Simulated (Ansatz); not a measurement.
# CH₅BFNSi: a ladder of functionals and wavefunction methods

One table from this session's results is given with a row withheld; the runs are named, their logs left out.

Computed with Ansatz 0.2.0, Gaussian basis. Level: functionals in def2-TZVPP, the program's frozen cores in correlated methods.

Levels to be run: PBE-D4, r2SCAN-D4, PBE0-D4, B3LYP-D4, ωB97X-V, ωB97M-V, B2PLYP; CCSD(T)/def2-TZVPP; MP2/def2-QZVPP; extrapolation to the limit.

## Structure used throughout

The geometry comes from an earlier relaxation with PBE0-D4 in a triple-zeta def2 set; it is a stationary point, not always the lowest conformer.

SMILES `FBC1N[SiH2]1`, 10 atoms, charge 0, spin multiplicity 1.

Atoms are counted from 1 here; the program's logs count them from 0.

Bond lengths: F1–B2 1.330 Å, B2–C3 1.522 Å, B2–H6 1.201 Å, C3–N4 1.495 Å, C3–Si5 1.868 Å, C3–H7 1.091 Å, N4–Si5 1.718 Å, N4–H8 1.010 Å, Si5–H9 1.479 Å, Si5–H10 1.474 Å. Angles: F1–B2–C3 121.1°, F1–B2–H6 117.5°, C3–B2–H6 121.3°, B2–C3–N4 120.7°, B2–C3–Si5 112.8°, B2–C3–H7 118.6°, N4–C3–Si5 60.2°, N4–C3–H7 117.7°, Si5–C3–H7 111.0°, C3–N4–Si5 70.7°, C3–N4–H8 114.1°, Si5–N4–H8 122.0°, C3–Si5–N4 49.1°, C3–Si5–H9 116.4°, C3–Si5–H10 123.3°, N4–Si5–H9 121.0°, N4–Si5–H10 117.0°, H9–Si5–H10 114.7°.

Set-up of the first run:

The input, in.yaml:

```yaml
crystal:
  periodic: [false, false, false]
  atoms:
    - {symbol: F, position_ang: [-1.998343, 1.140435, -0.383841]}
    - {symbol: B, position_ang: [-1.313253, 0.666984, 0.653625]}
    - {symbol: C, position_ang: [-0.248104, -0.404720, 0.468647]}
    - {symbol: N, position_ang: [-0.011686, -1.021131, -0.873134]}
    - {symbol: Si, position_ang: [1.187628, 0.173227, -0.576905]}
    - {symbol: H, position_ang: [-1.513750, 1.170039, 1.725749]}
    - {symbol: H, position_ang: [0.101858, -0.950653, 1.346486]}
    - {symbol: H, position_ang: [0.198115, -2.008752, -0.841485]}
    - {symbol: H, position_ang: [2.537191, -0.204143, -0.104859]}
    - {symbol: H, position_ang: [1.143342, 1.387813, -1.411385]}
basis:
  gaussian: {orbitals: def2-TZVPP}
hamiltonian: {xc: pbe, dispersion: d4}
output: {forces: true, orbitals: {seedname: orbitals}}
```

On the command line:

```sh
$ ansatz run in.yaml --threads 4 --pin off --events-out ev --progress --plain --max-ram 10444MiB
```

Among the steps run: PBE-D4 (GGA); r2SCAN-D4 (meta-GGA); PBE0-D4 (hybrid); B3LYP-D4 (hybrid); ωB97X-V (range-separated); ωB97M-V (range-separated); B2PLYP (double hybrid); CCSD(T) in def2-TZVPP; MP2 in def2-QZVPP.

One table of the session follows, with a row left open; its other results are not shown here.

| method | atomisation energy (kJ/mol) |
| --- | --- |
| PBE-D4 | 3791.8 |
| r2SCAN-D4 | 3720.4 |
| PBE0-D4 | 3714.9 |
| B3LYP-D4 | 3710.9 |
| ωB97X-V | 3723.1 |
| ωB97M-V | 3724.9 |
| B2PLYP | 3670.2 |
| HF/def2-TZVPP | 2666.9 |
| MP2/def2-TZVPP | 3671.6 |
| CCSD/def2-TZVPP | 3528.5 |
| CCSD(T)/def2-TZVPP | 3588.8 |
| MP2/CBS | 3776.4 |
| CCSD(T)/CBS | ? |

Estimate the missing values for CCSD(T)/CBS.

The run gave: atomisation energy (kJ/mol): 3693.7. In the column «atomisation energy (kJ/mol)» it lies between MP2/def2-TZVPP (3671.6) and B3LYP-D4 (3710.9).
